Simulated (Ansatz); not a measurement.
CuF:

```
Cu F
1.0
     2.47101    0.00000    0.00000
     0.00000    2.47101    0.00000
     0.00000    0.00000    3.41650
Cu F
1 1
Direct
  0.00000 0.00000 0.00000
  0.50000 0.50000 0.50000
```

The cell was built by a generator and needn't be a form met in nature.

```yaml
Program: Ansatz 0.2.0
Task: relaxation of cell and atoms
Functional: HSE06
Potentials_or_basis: Ansatz PAW
Cutoff: "420 eV (not typed: the program's choice for these potentials)"
k_mesh: 6 × 6 × 4
Occupations: fermi-dirac, width 0.05 eV
Spin: no spin polarisation
```

At the start: volume 10.43 Å³/atom.

Problem. How do energy, volume and symmetry change on relaxing?

Solution. It ends after 13 steps and the volume is 10.58 Å³/atom (+1.5 %); space group Pm-3m (No. 221, to 0.05 Å).

The path:
```csv
step,energy change (eV),largest force (eV/Å),volume (Å³)
1,0.0000,0.0000,20.86
2,-0.1701,0.0000,20.76
3,-0.2782,0.0000,20.72
4,-0.3337,0.0000,20.80
5,-0.3398,0.0000,20.81
6,-0.3401,0.0000,20.73
7,-0.3400,0.0000,20.76
8,-0.3656,0.0000,20.76
9,-0.3712,0.0000,21.00
10,-0.3712,0.0000,21.15
11,-0.3735,0.0000,21.15
12,-0.3734,0.0000,21.17
13,-0.3735,0.0000,21.17
```

Final structure:
```
CELL_PARAMETERS angstrom
2.76508 0.00000 0.00000
0.00000 2.76508 0.00000
0.00000 0.00000 2.76867
ATOMIC_POSITIONS crystal
Cu 0.00000 0.00000 0.00000
F 0.50000 0.50000 0.50000
```

Caveat: the k mesh is coarse (spacing up to 0.46 Å⁻¹), so the values aren't converged, least of all with exact exchange; the plane-wave basis is chosen anew once the cell has moved, so the energies of steps on either side of that aren't comparable; the pressure holds a Pulay correction of +0.6 GPa for the finite cutoff; the run has no spin polarisation, though such a crystal can be magnetic; the PAW data sets come from PBE, with cores solved anew for the run's functional, which leaves a small shift of forces and pressure.
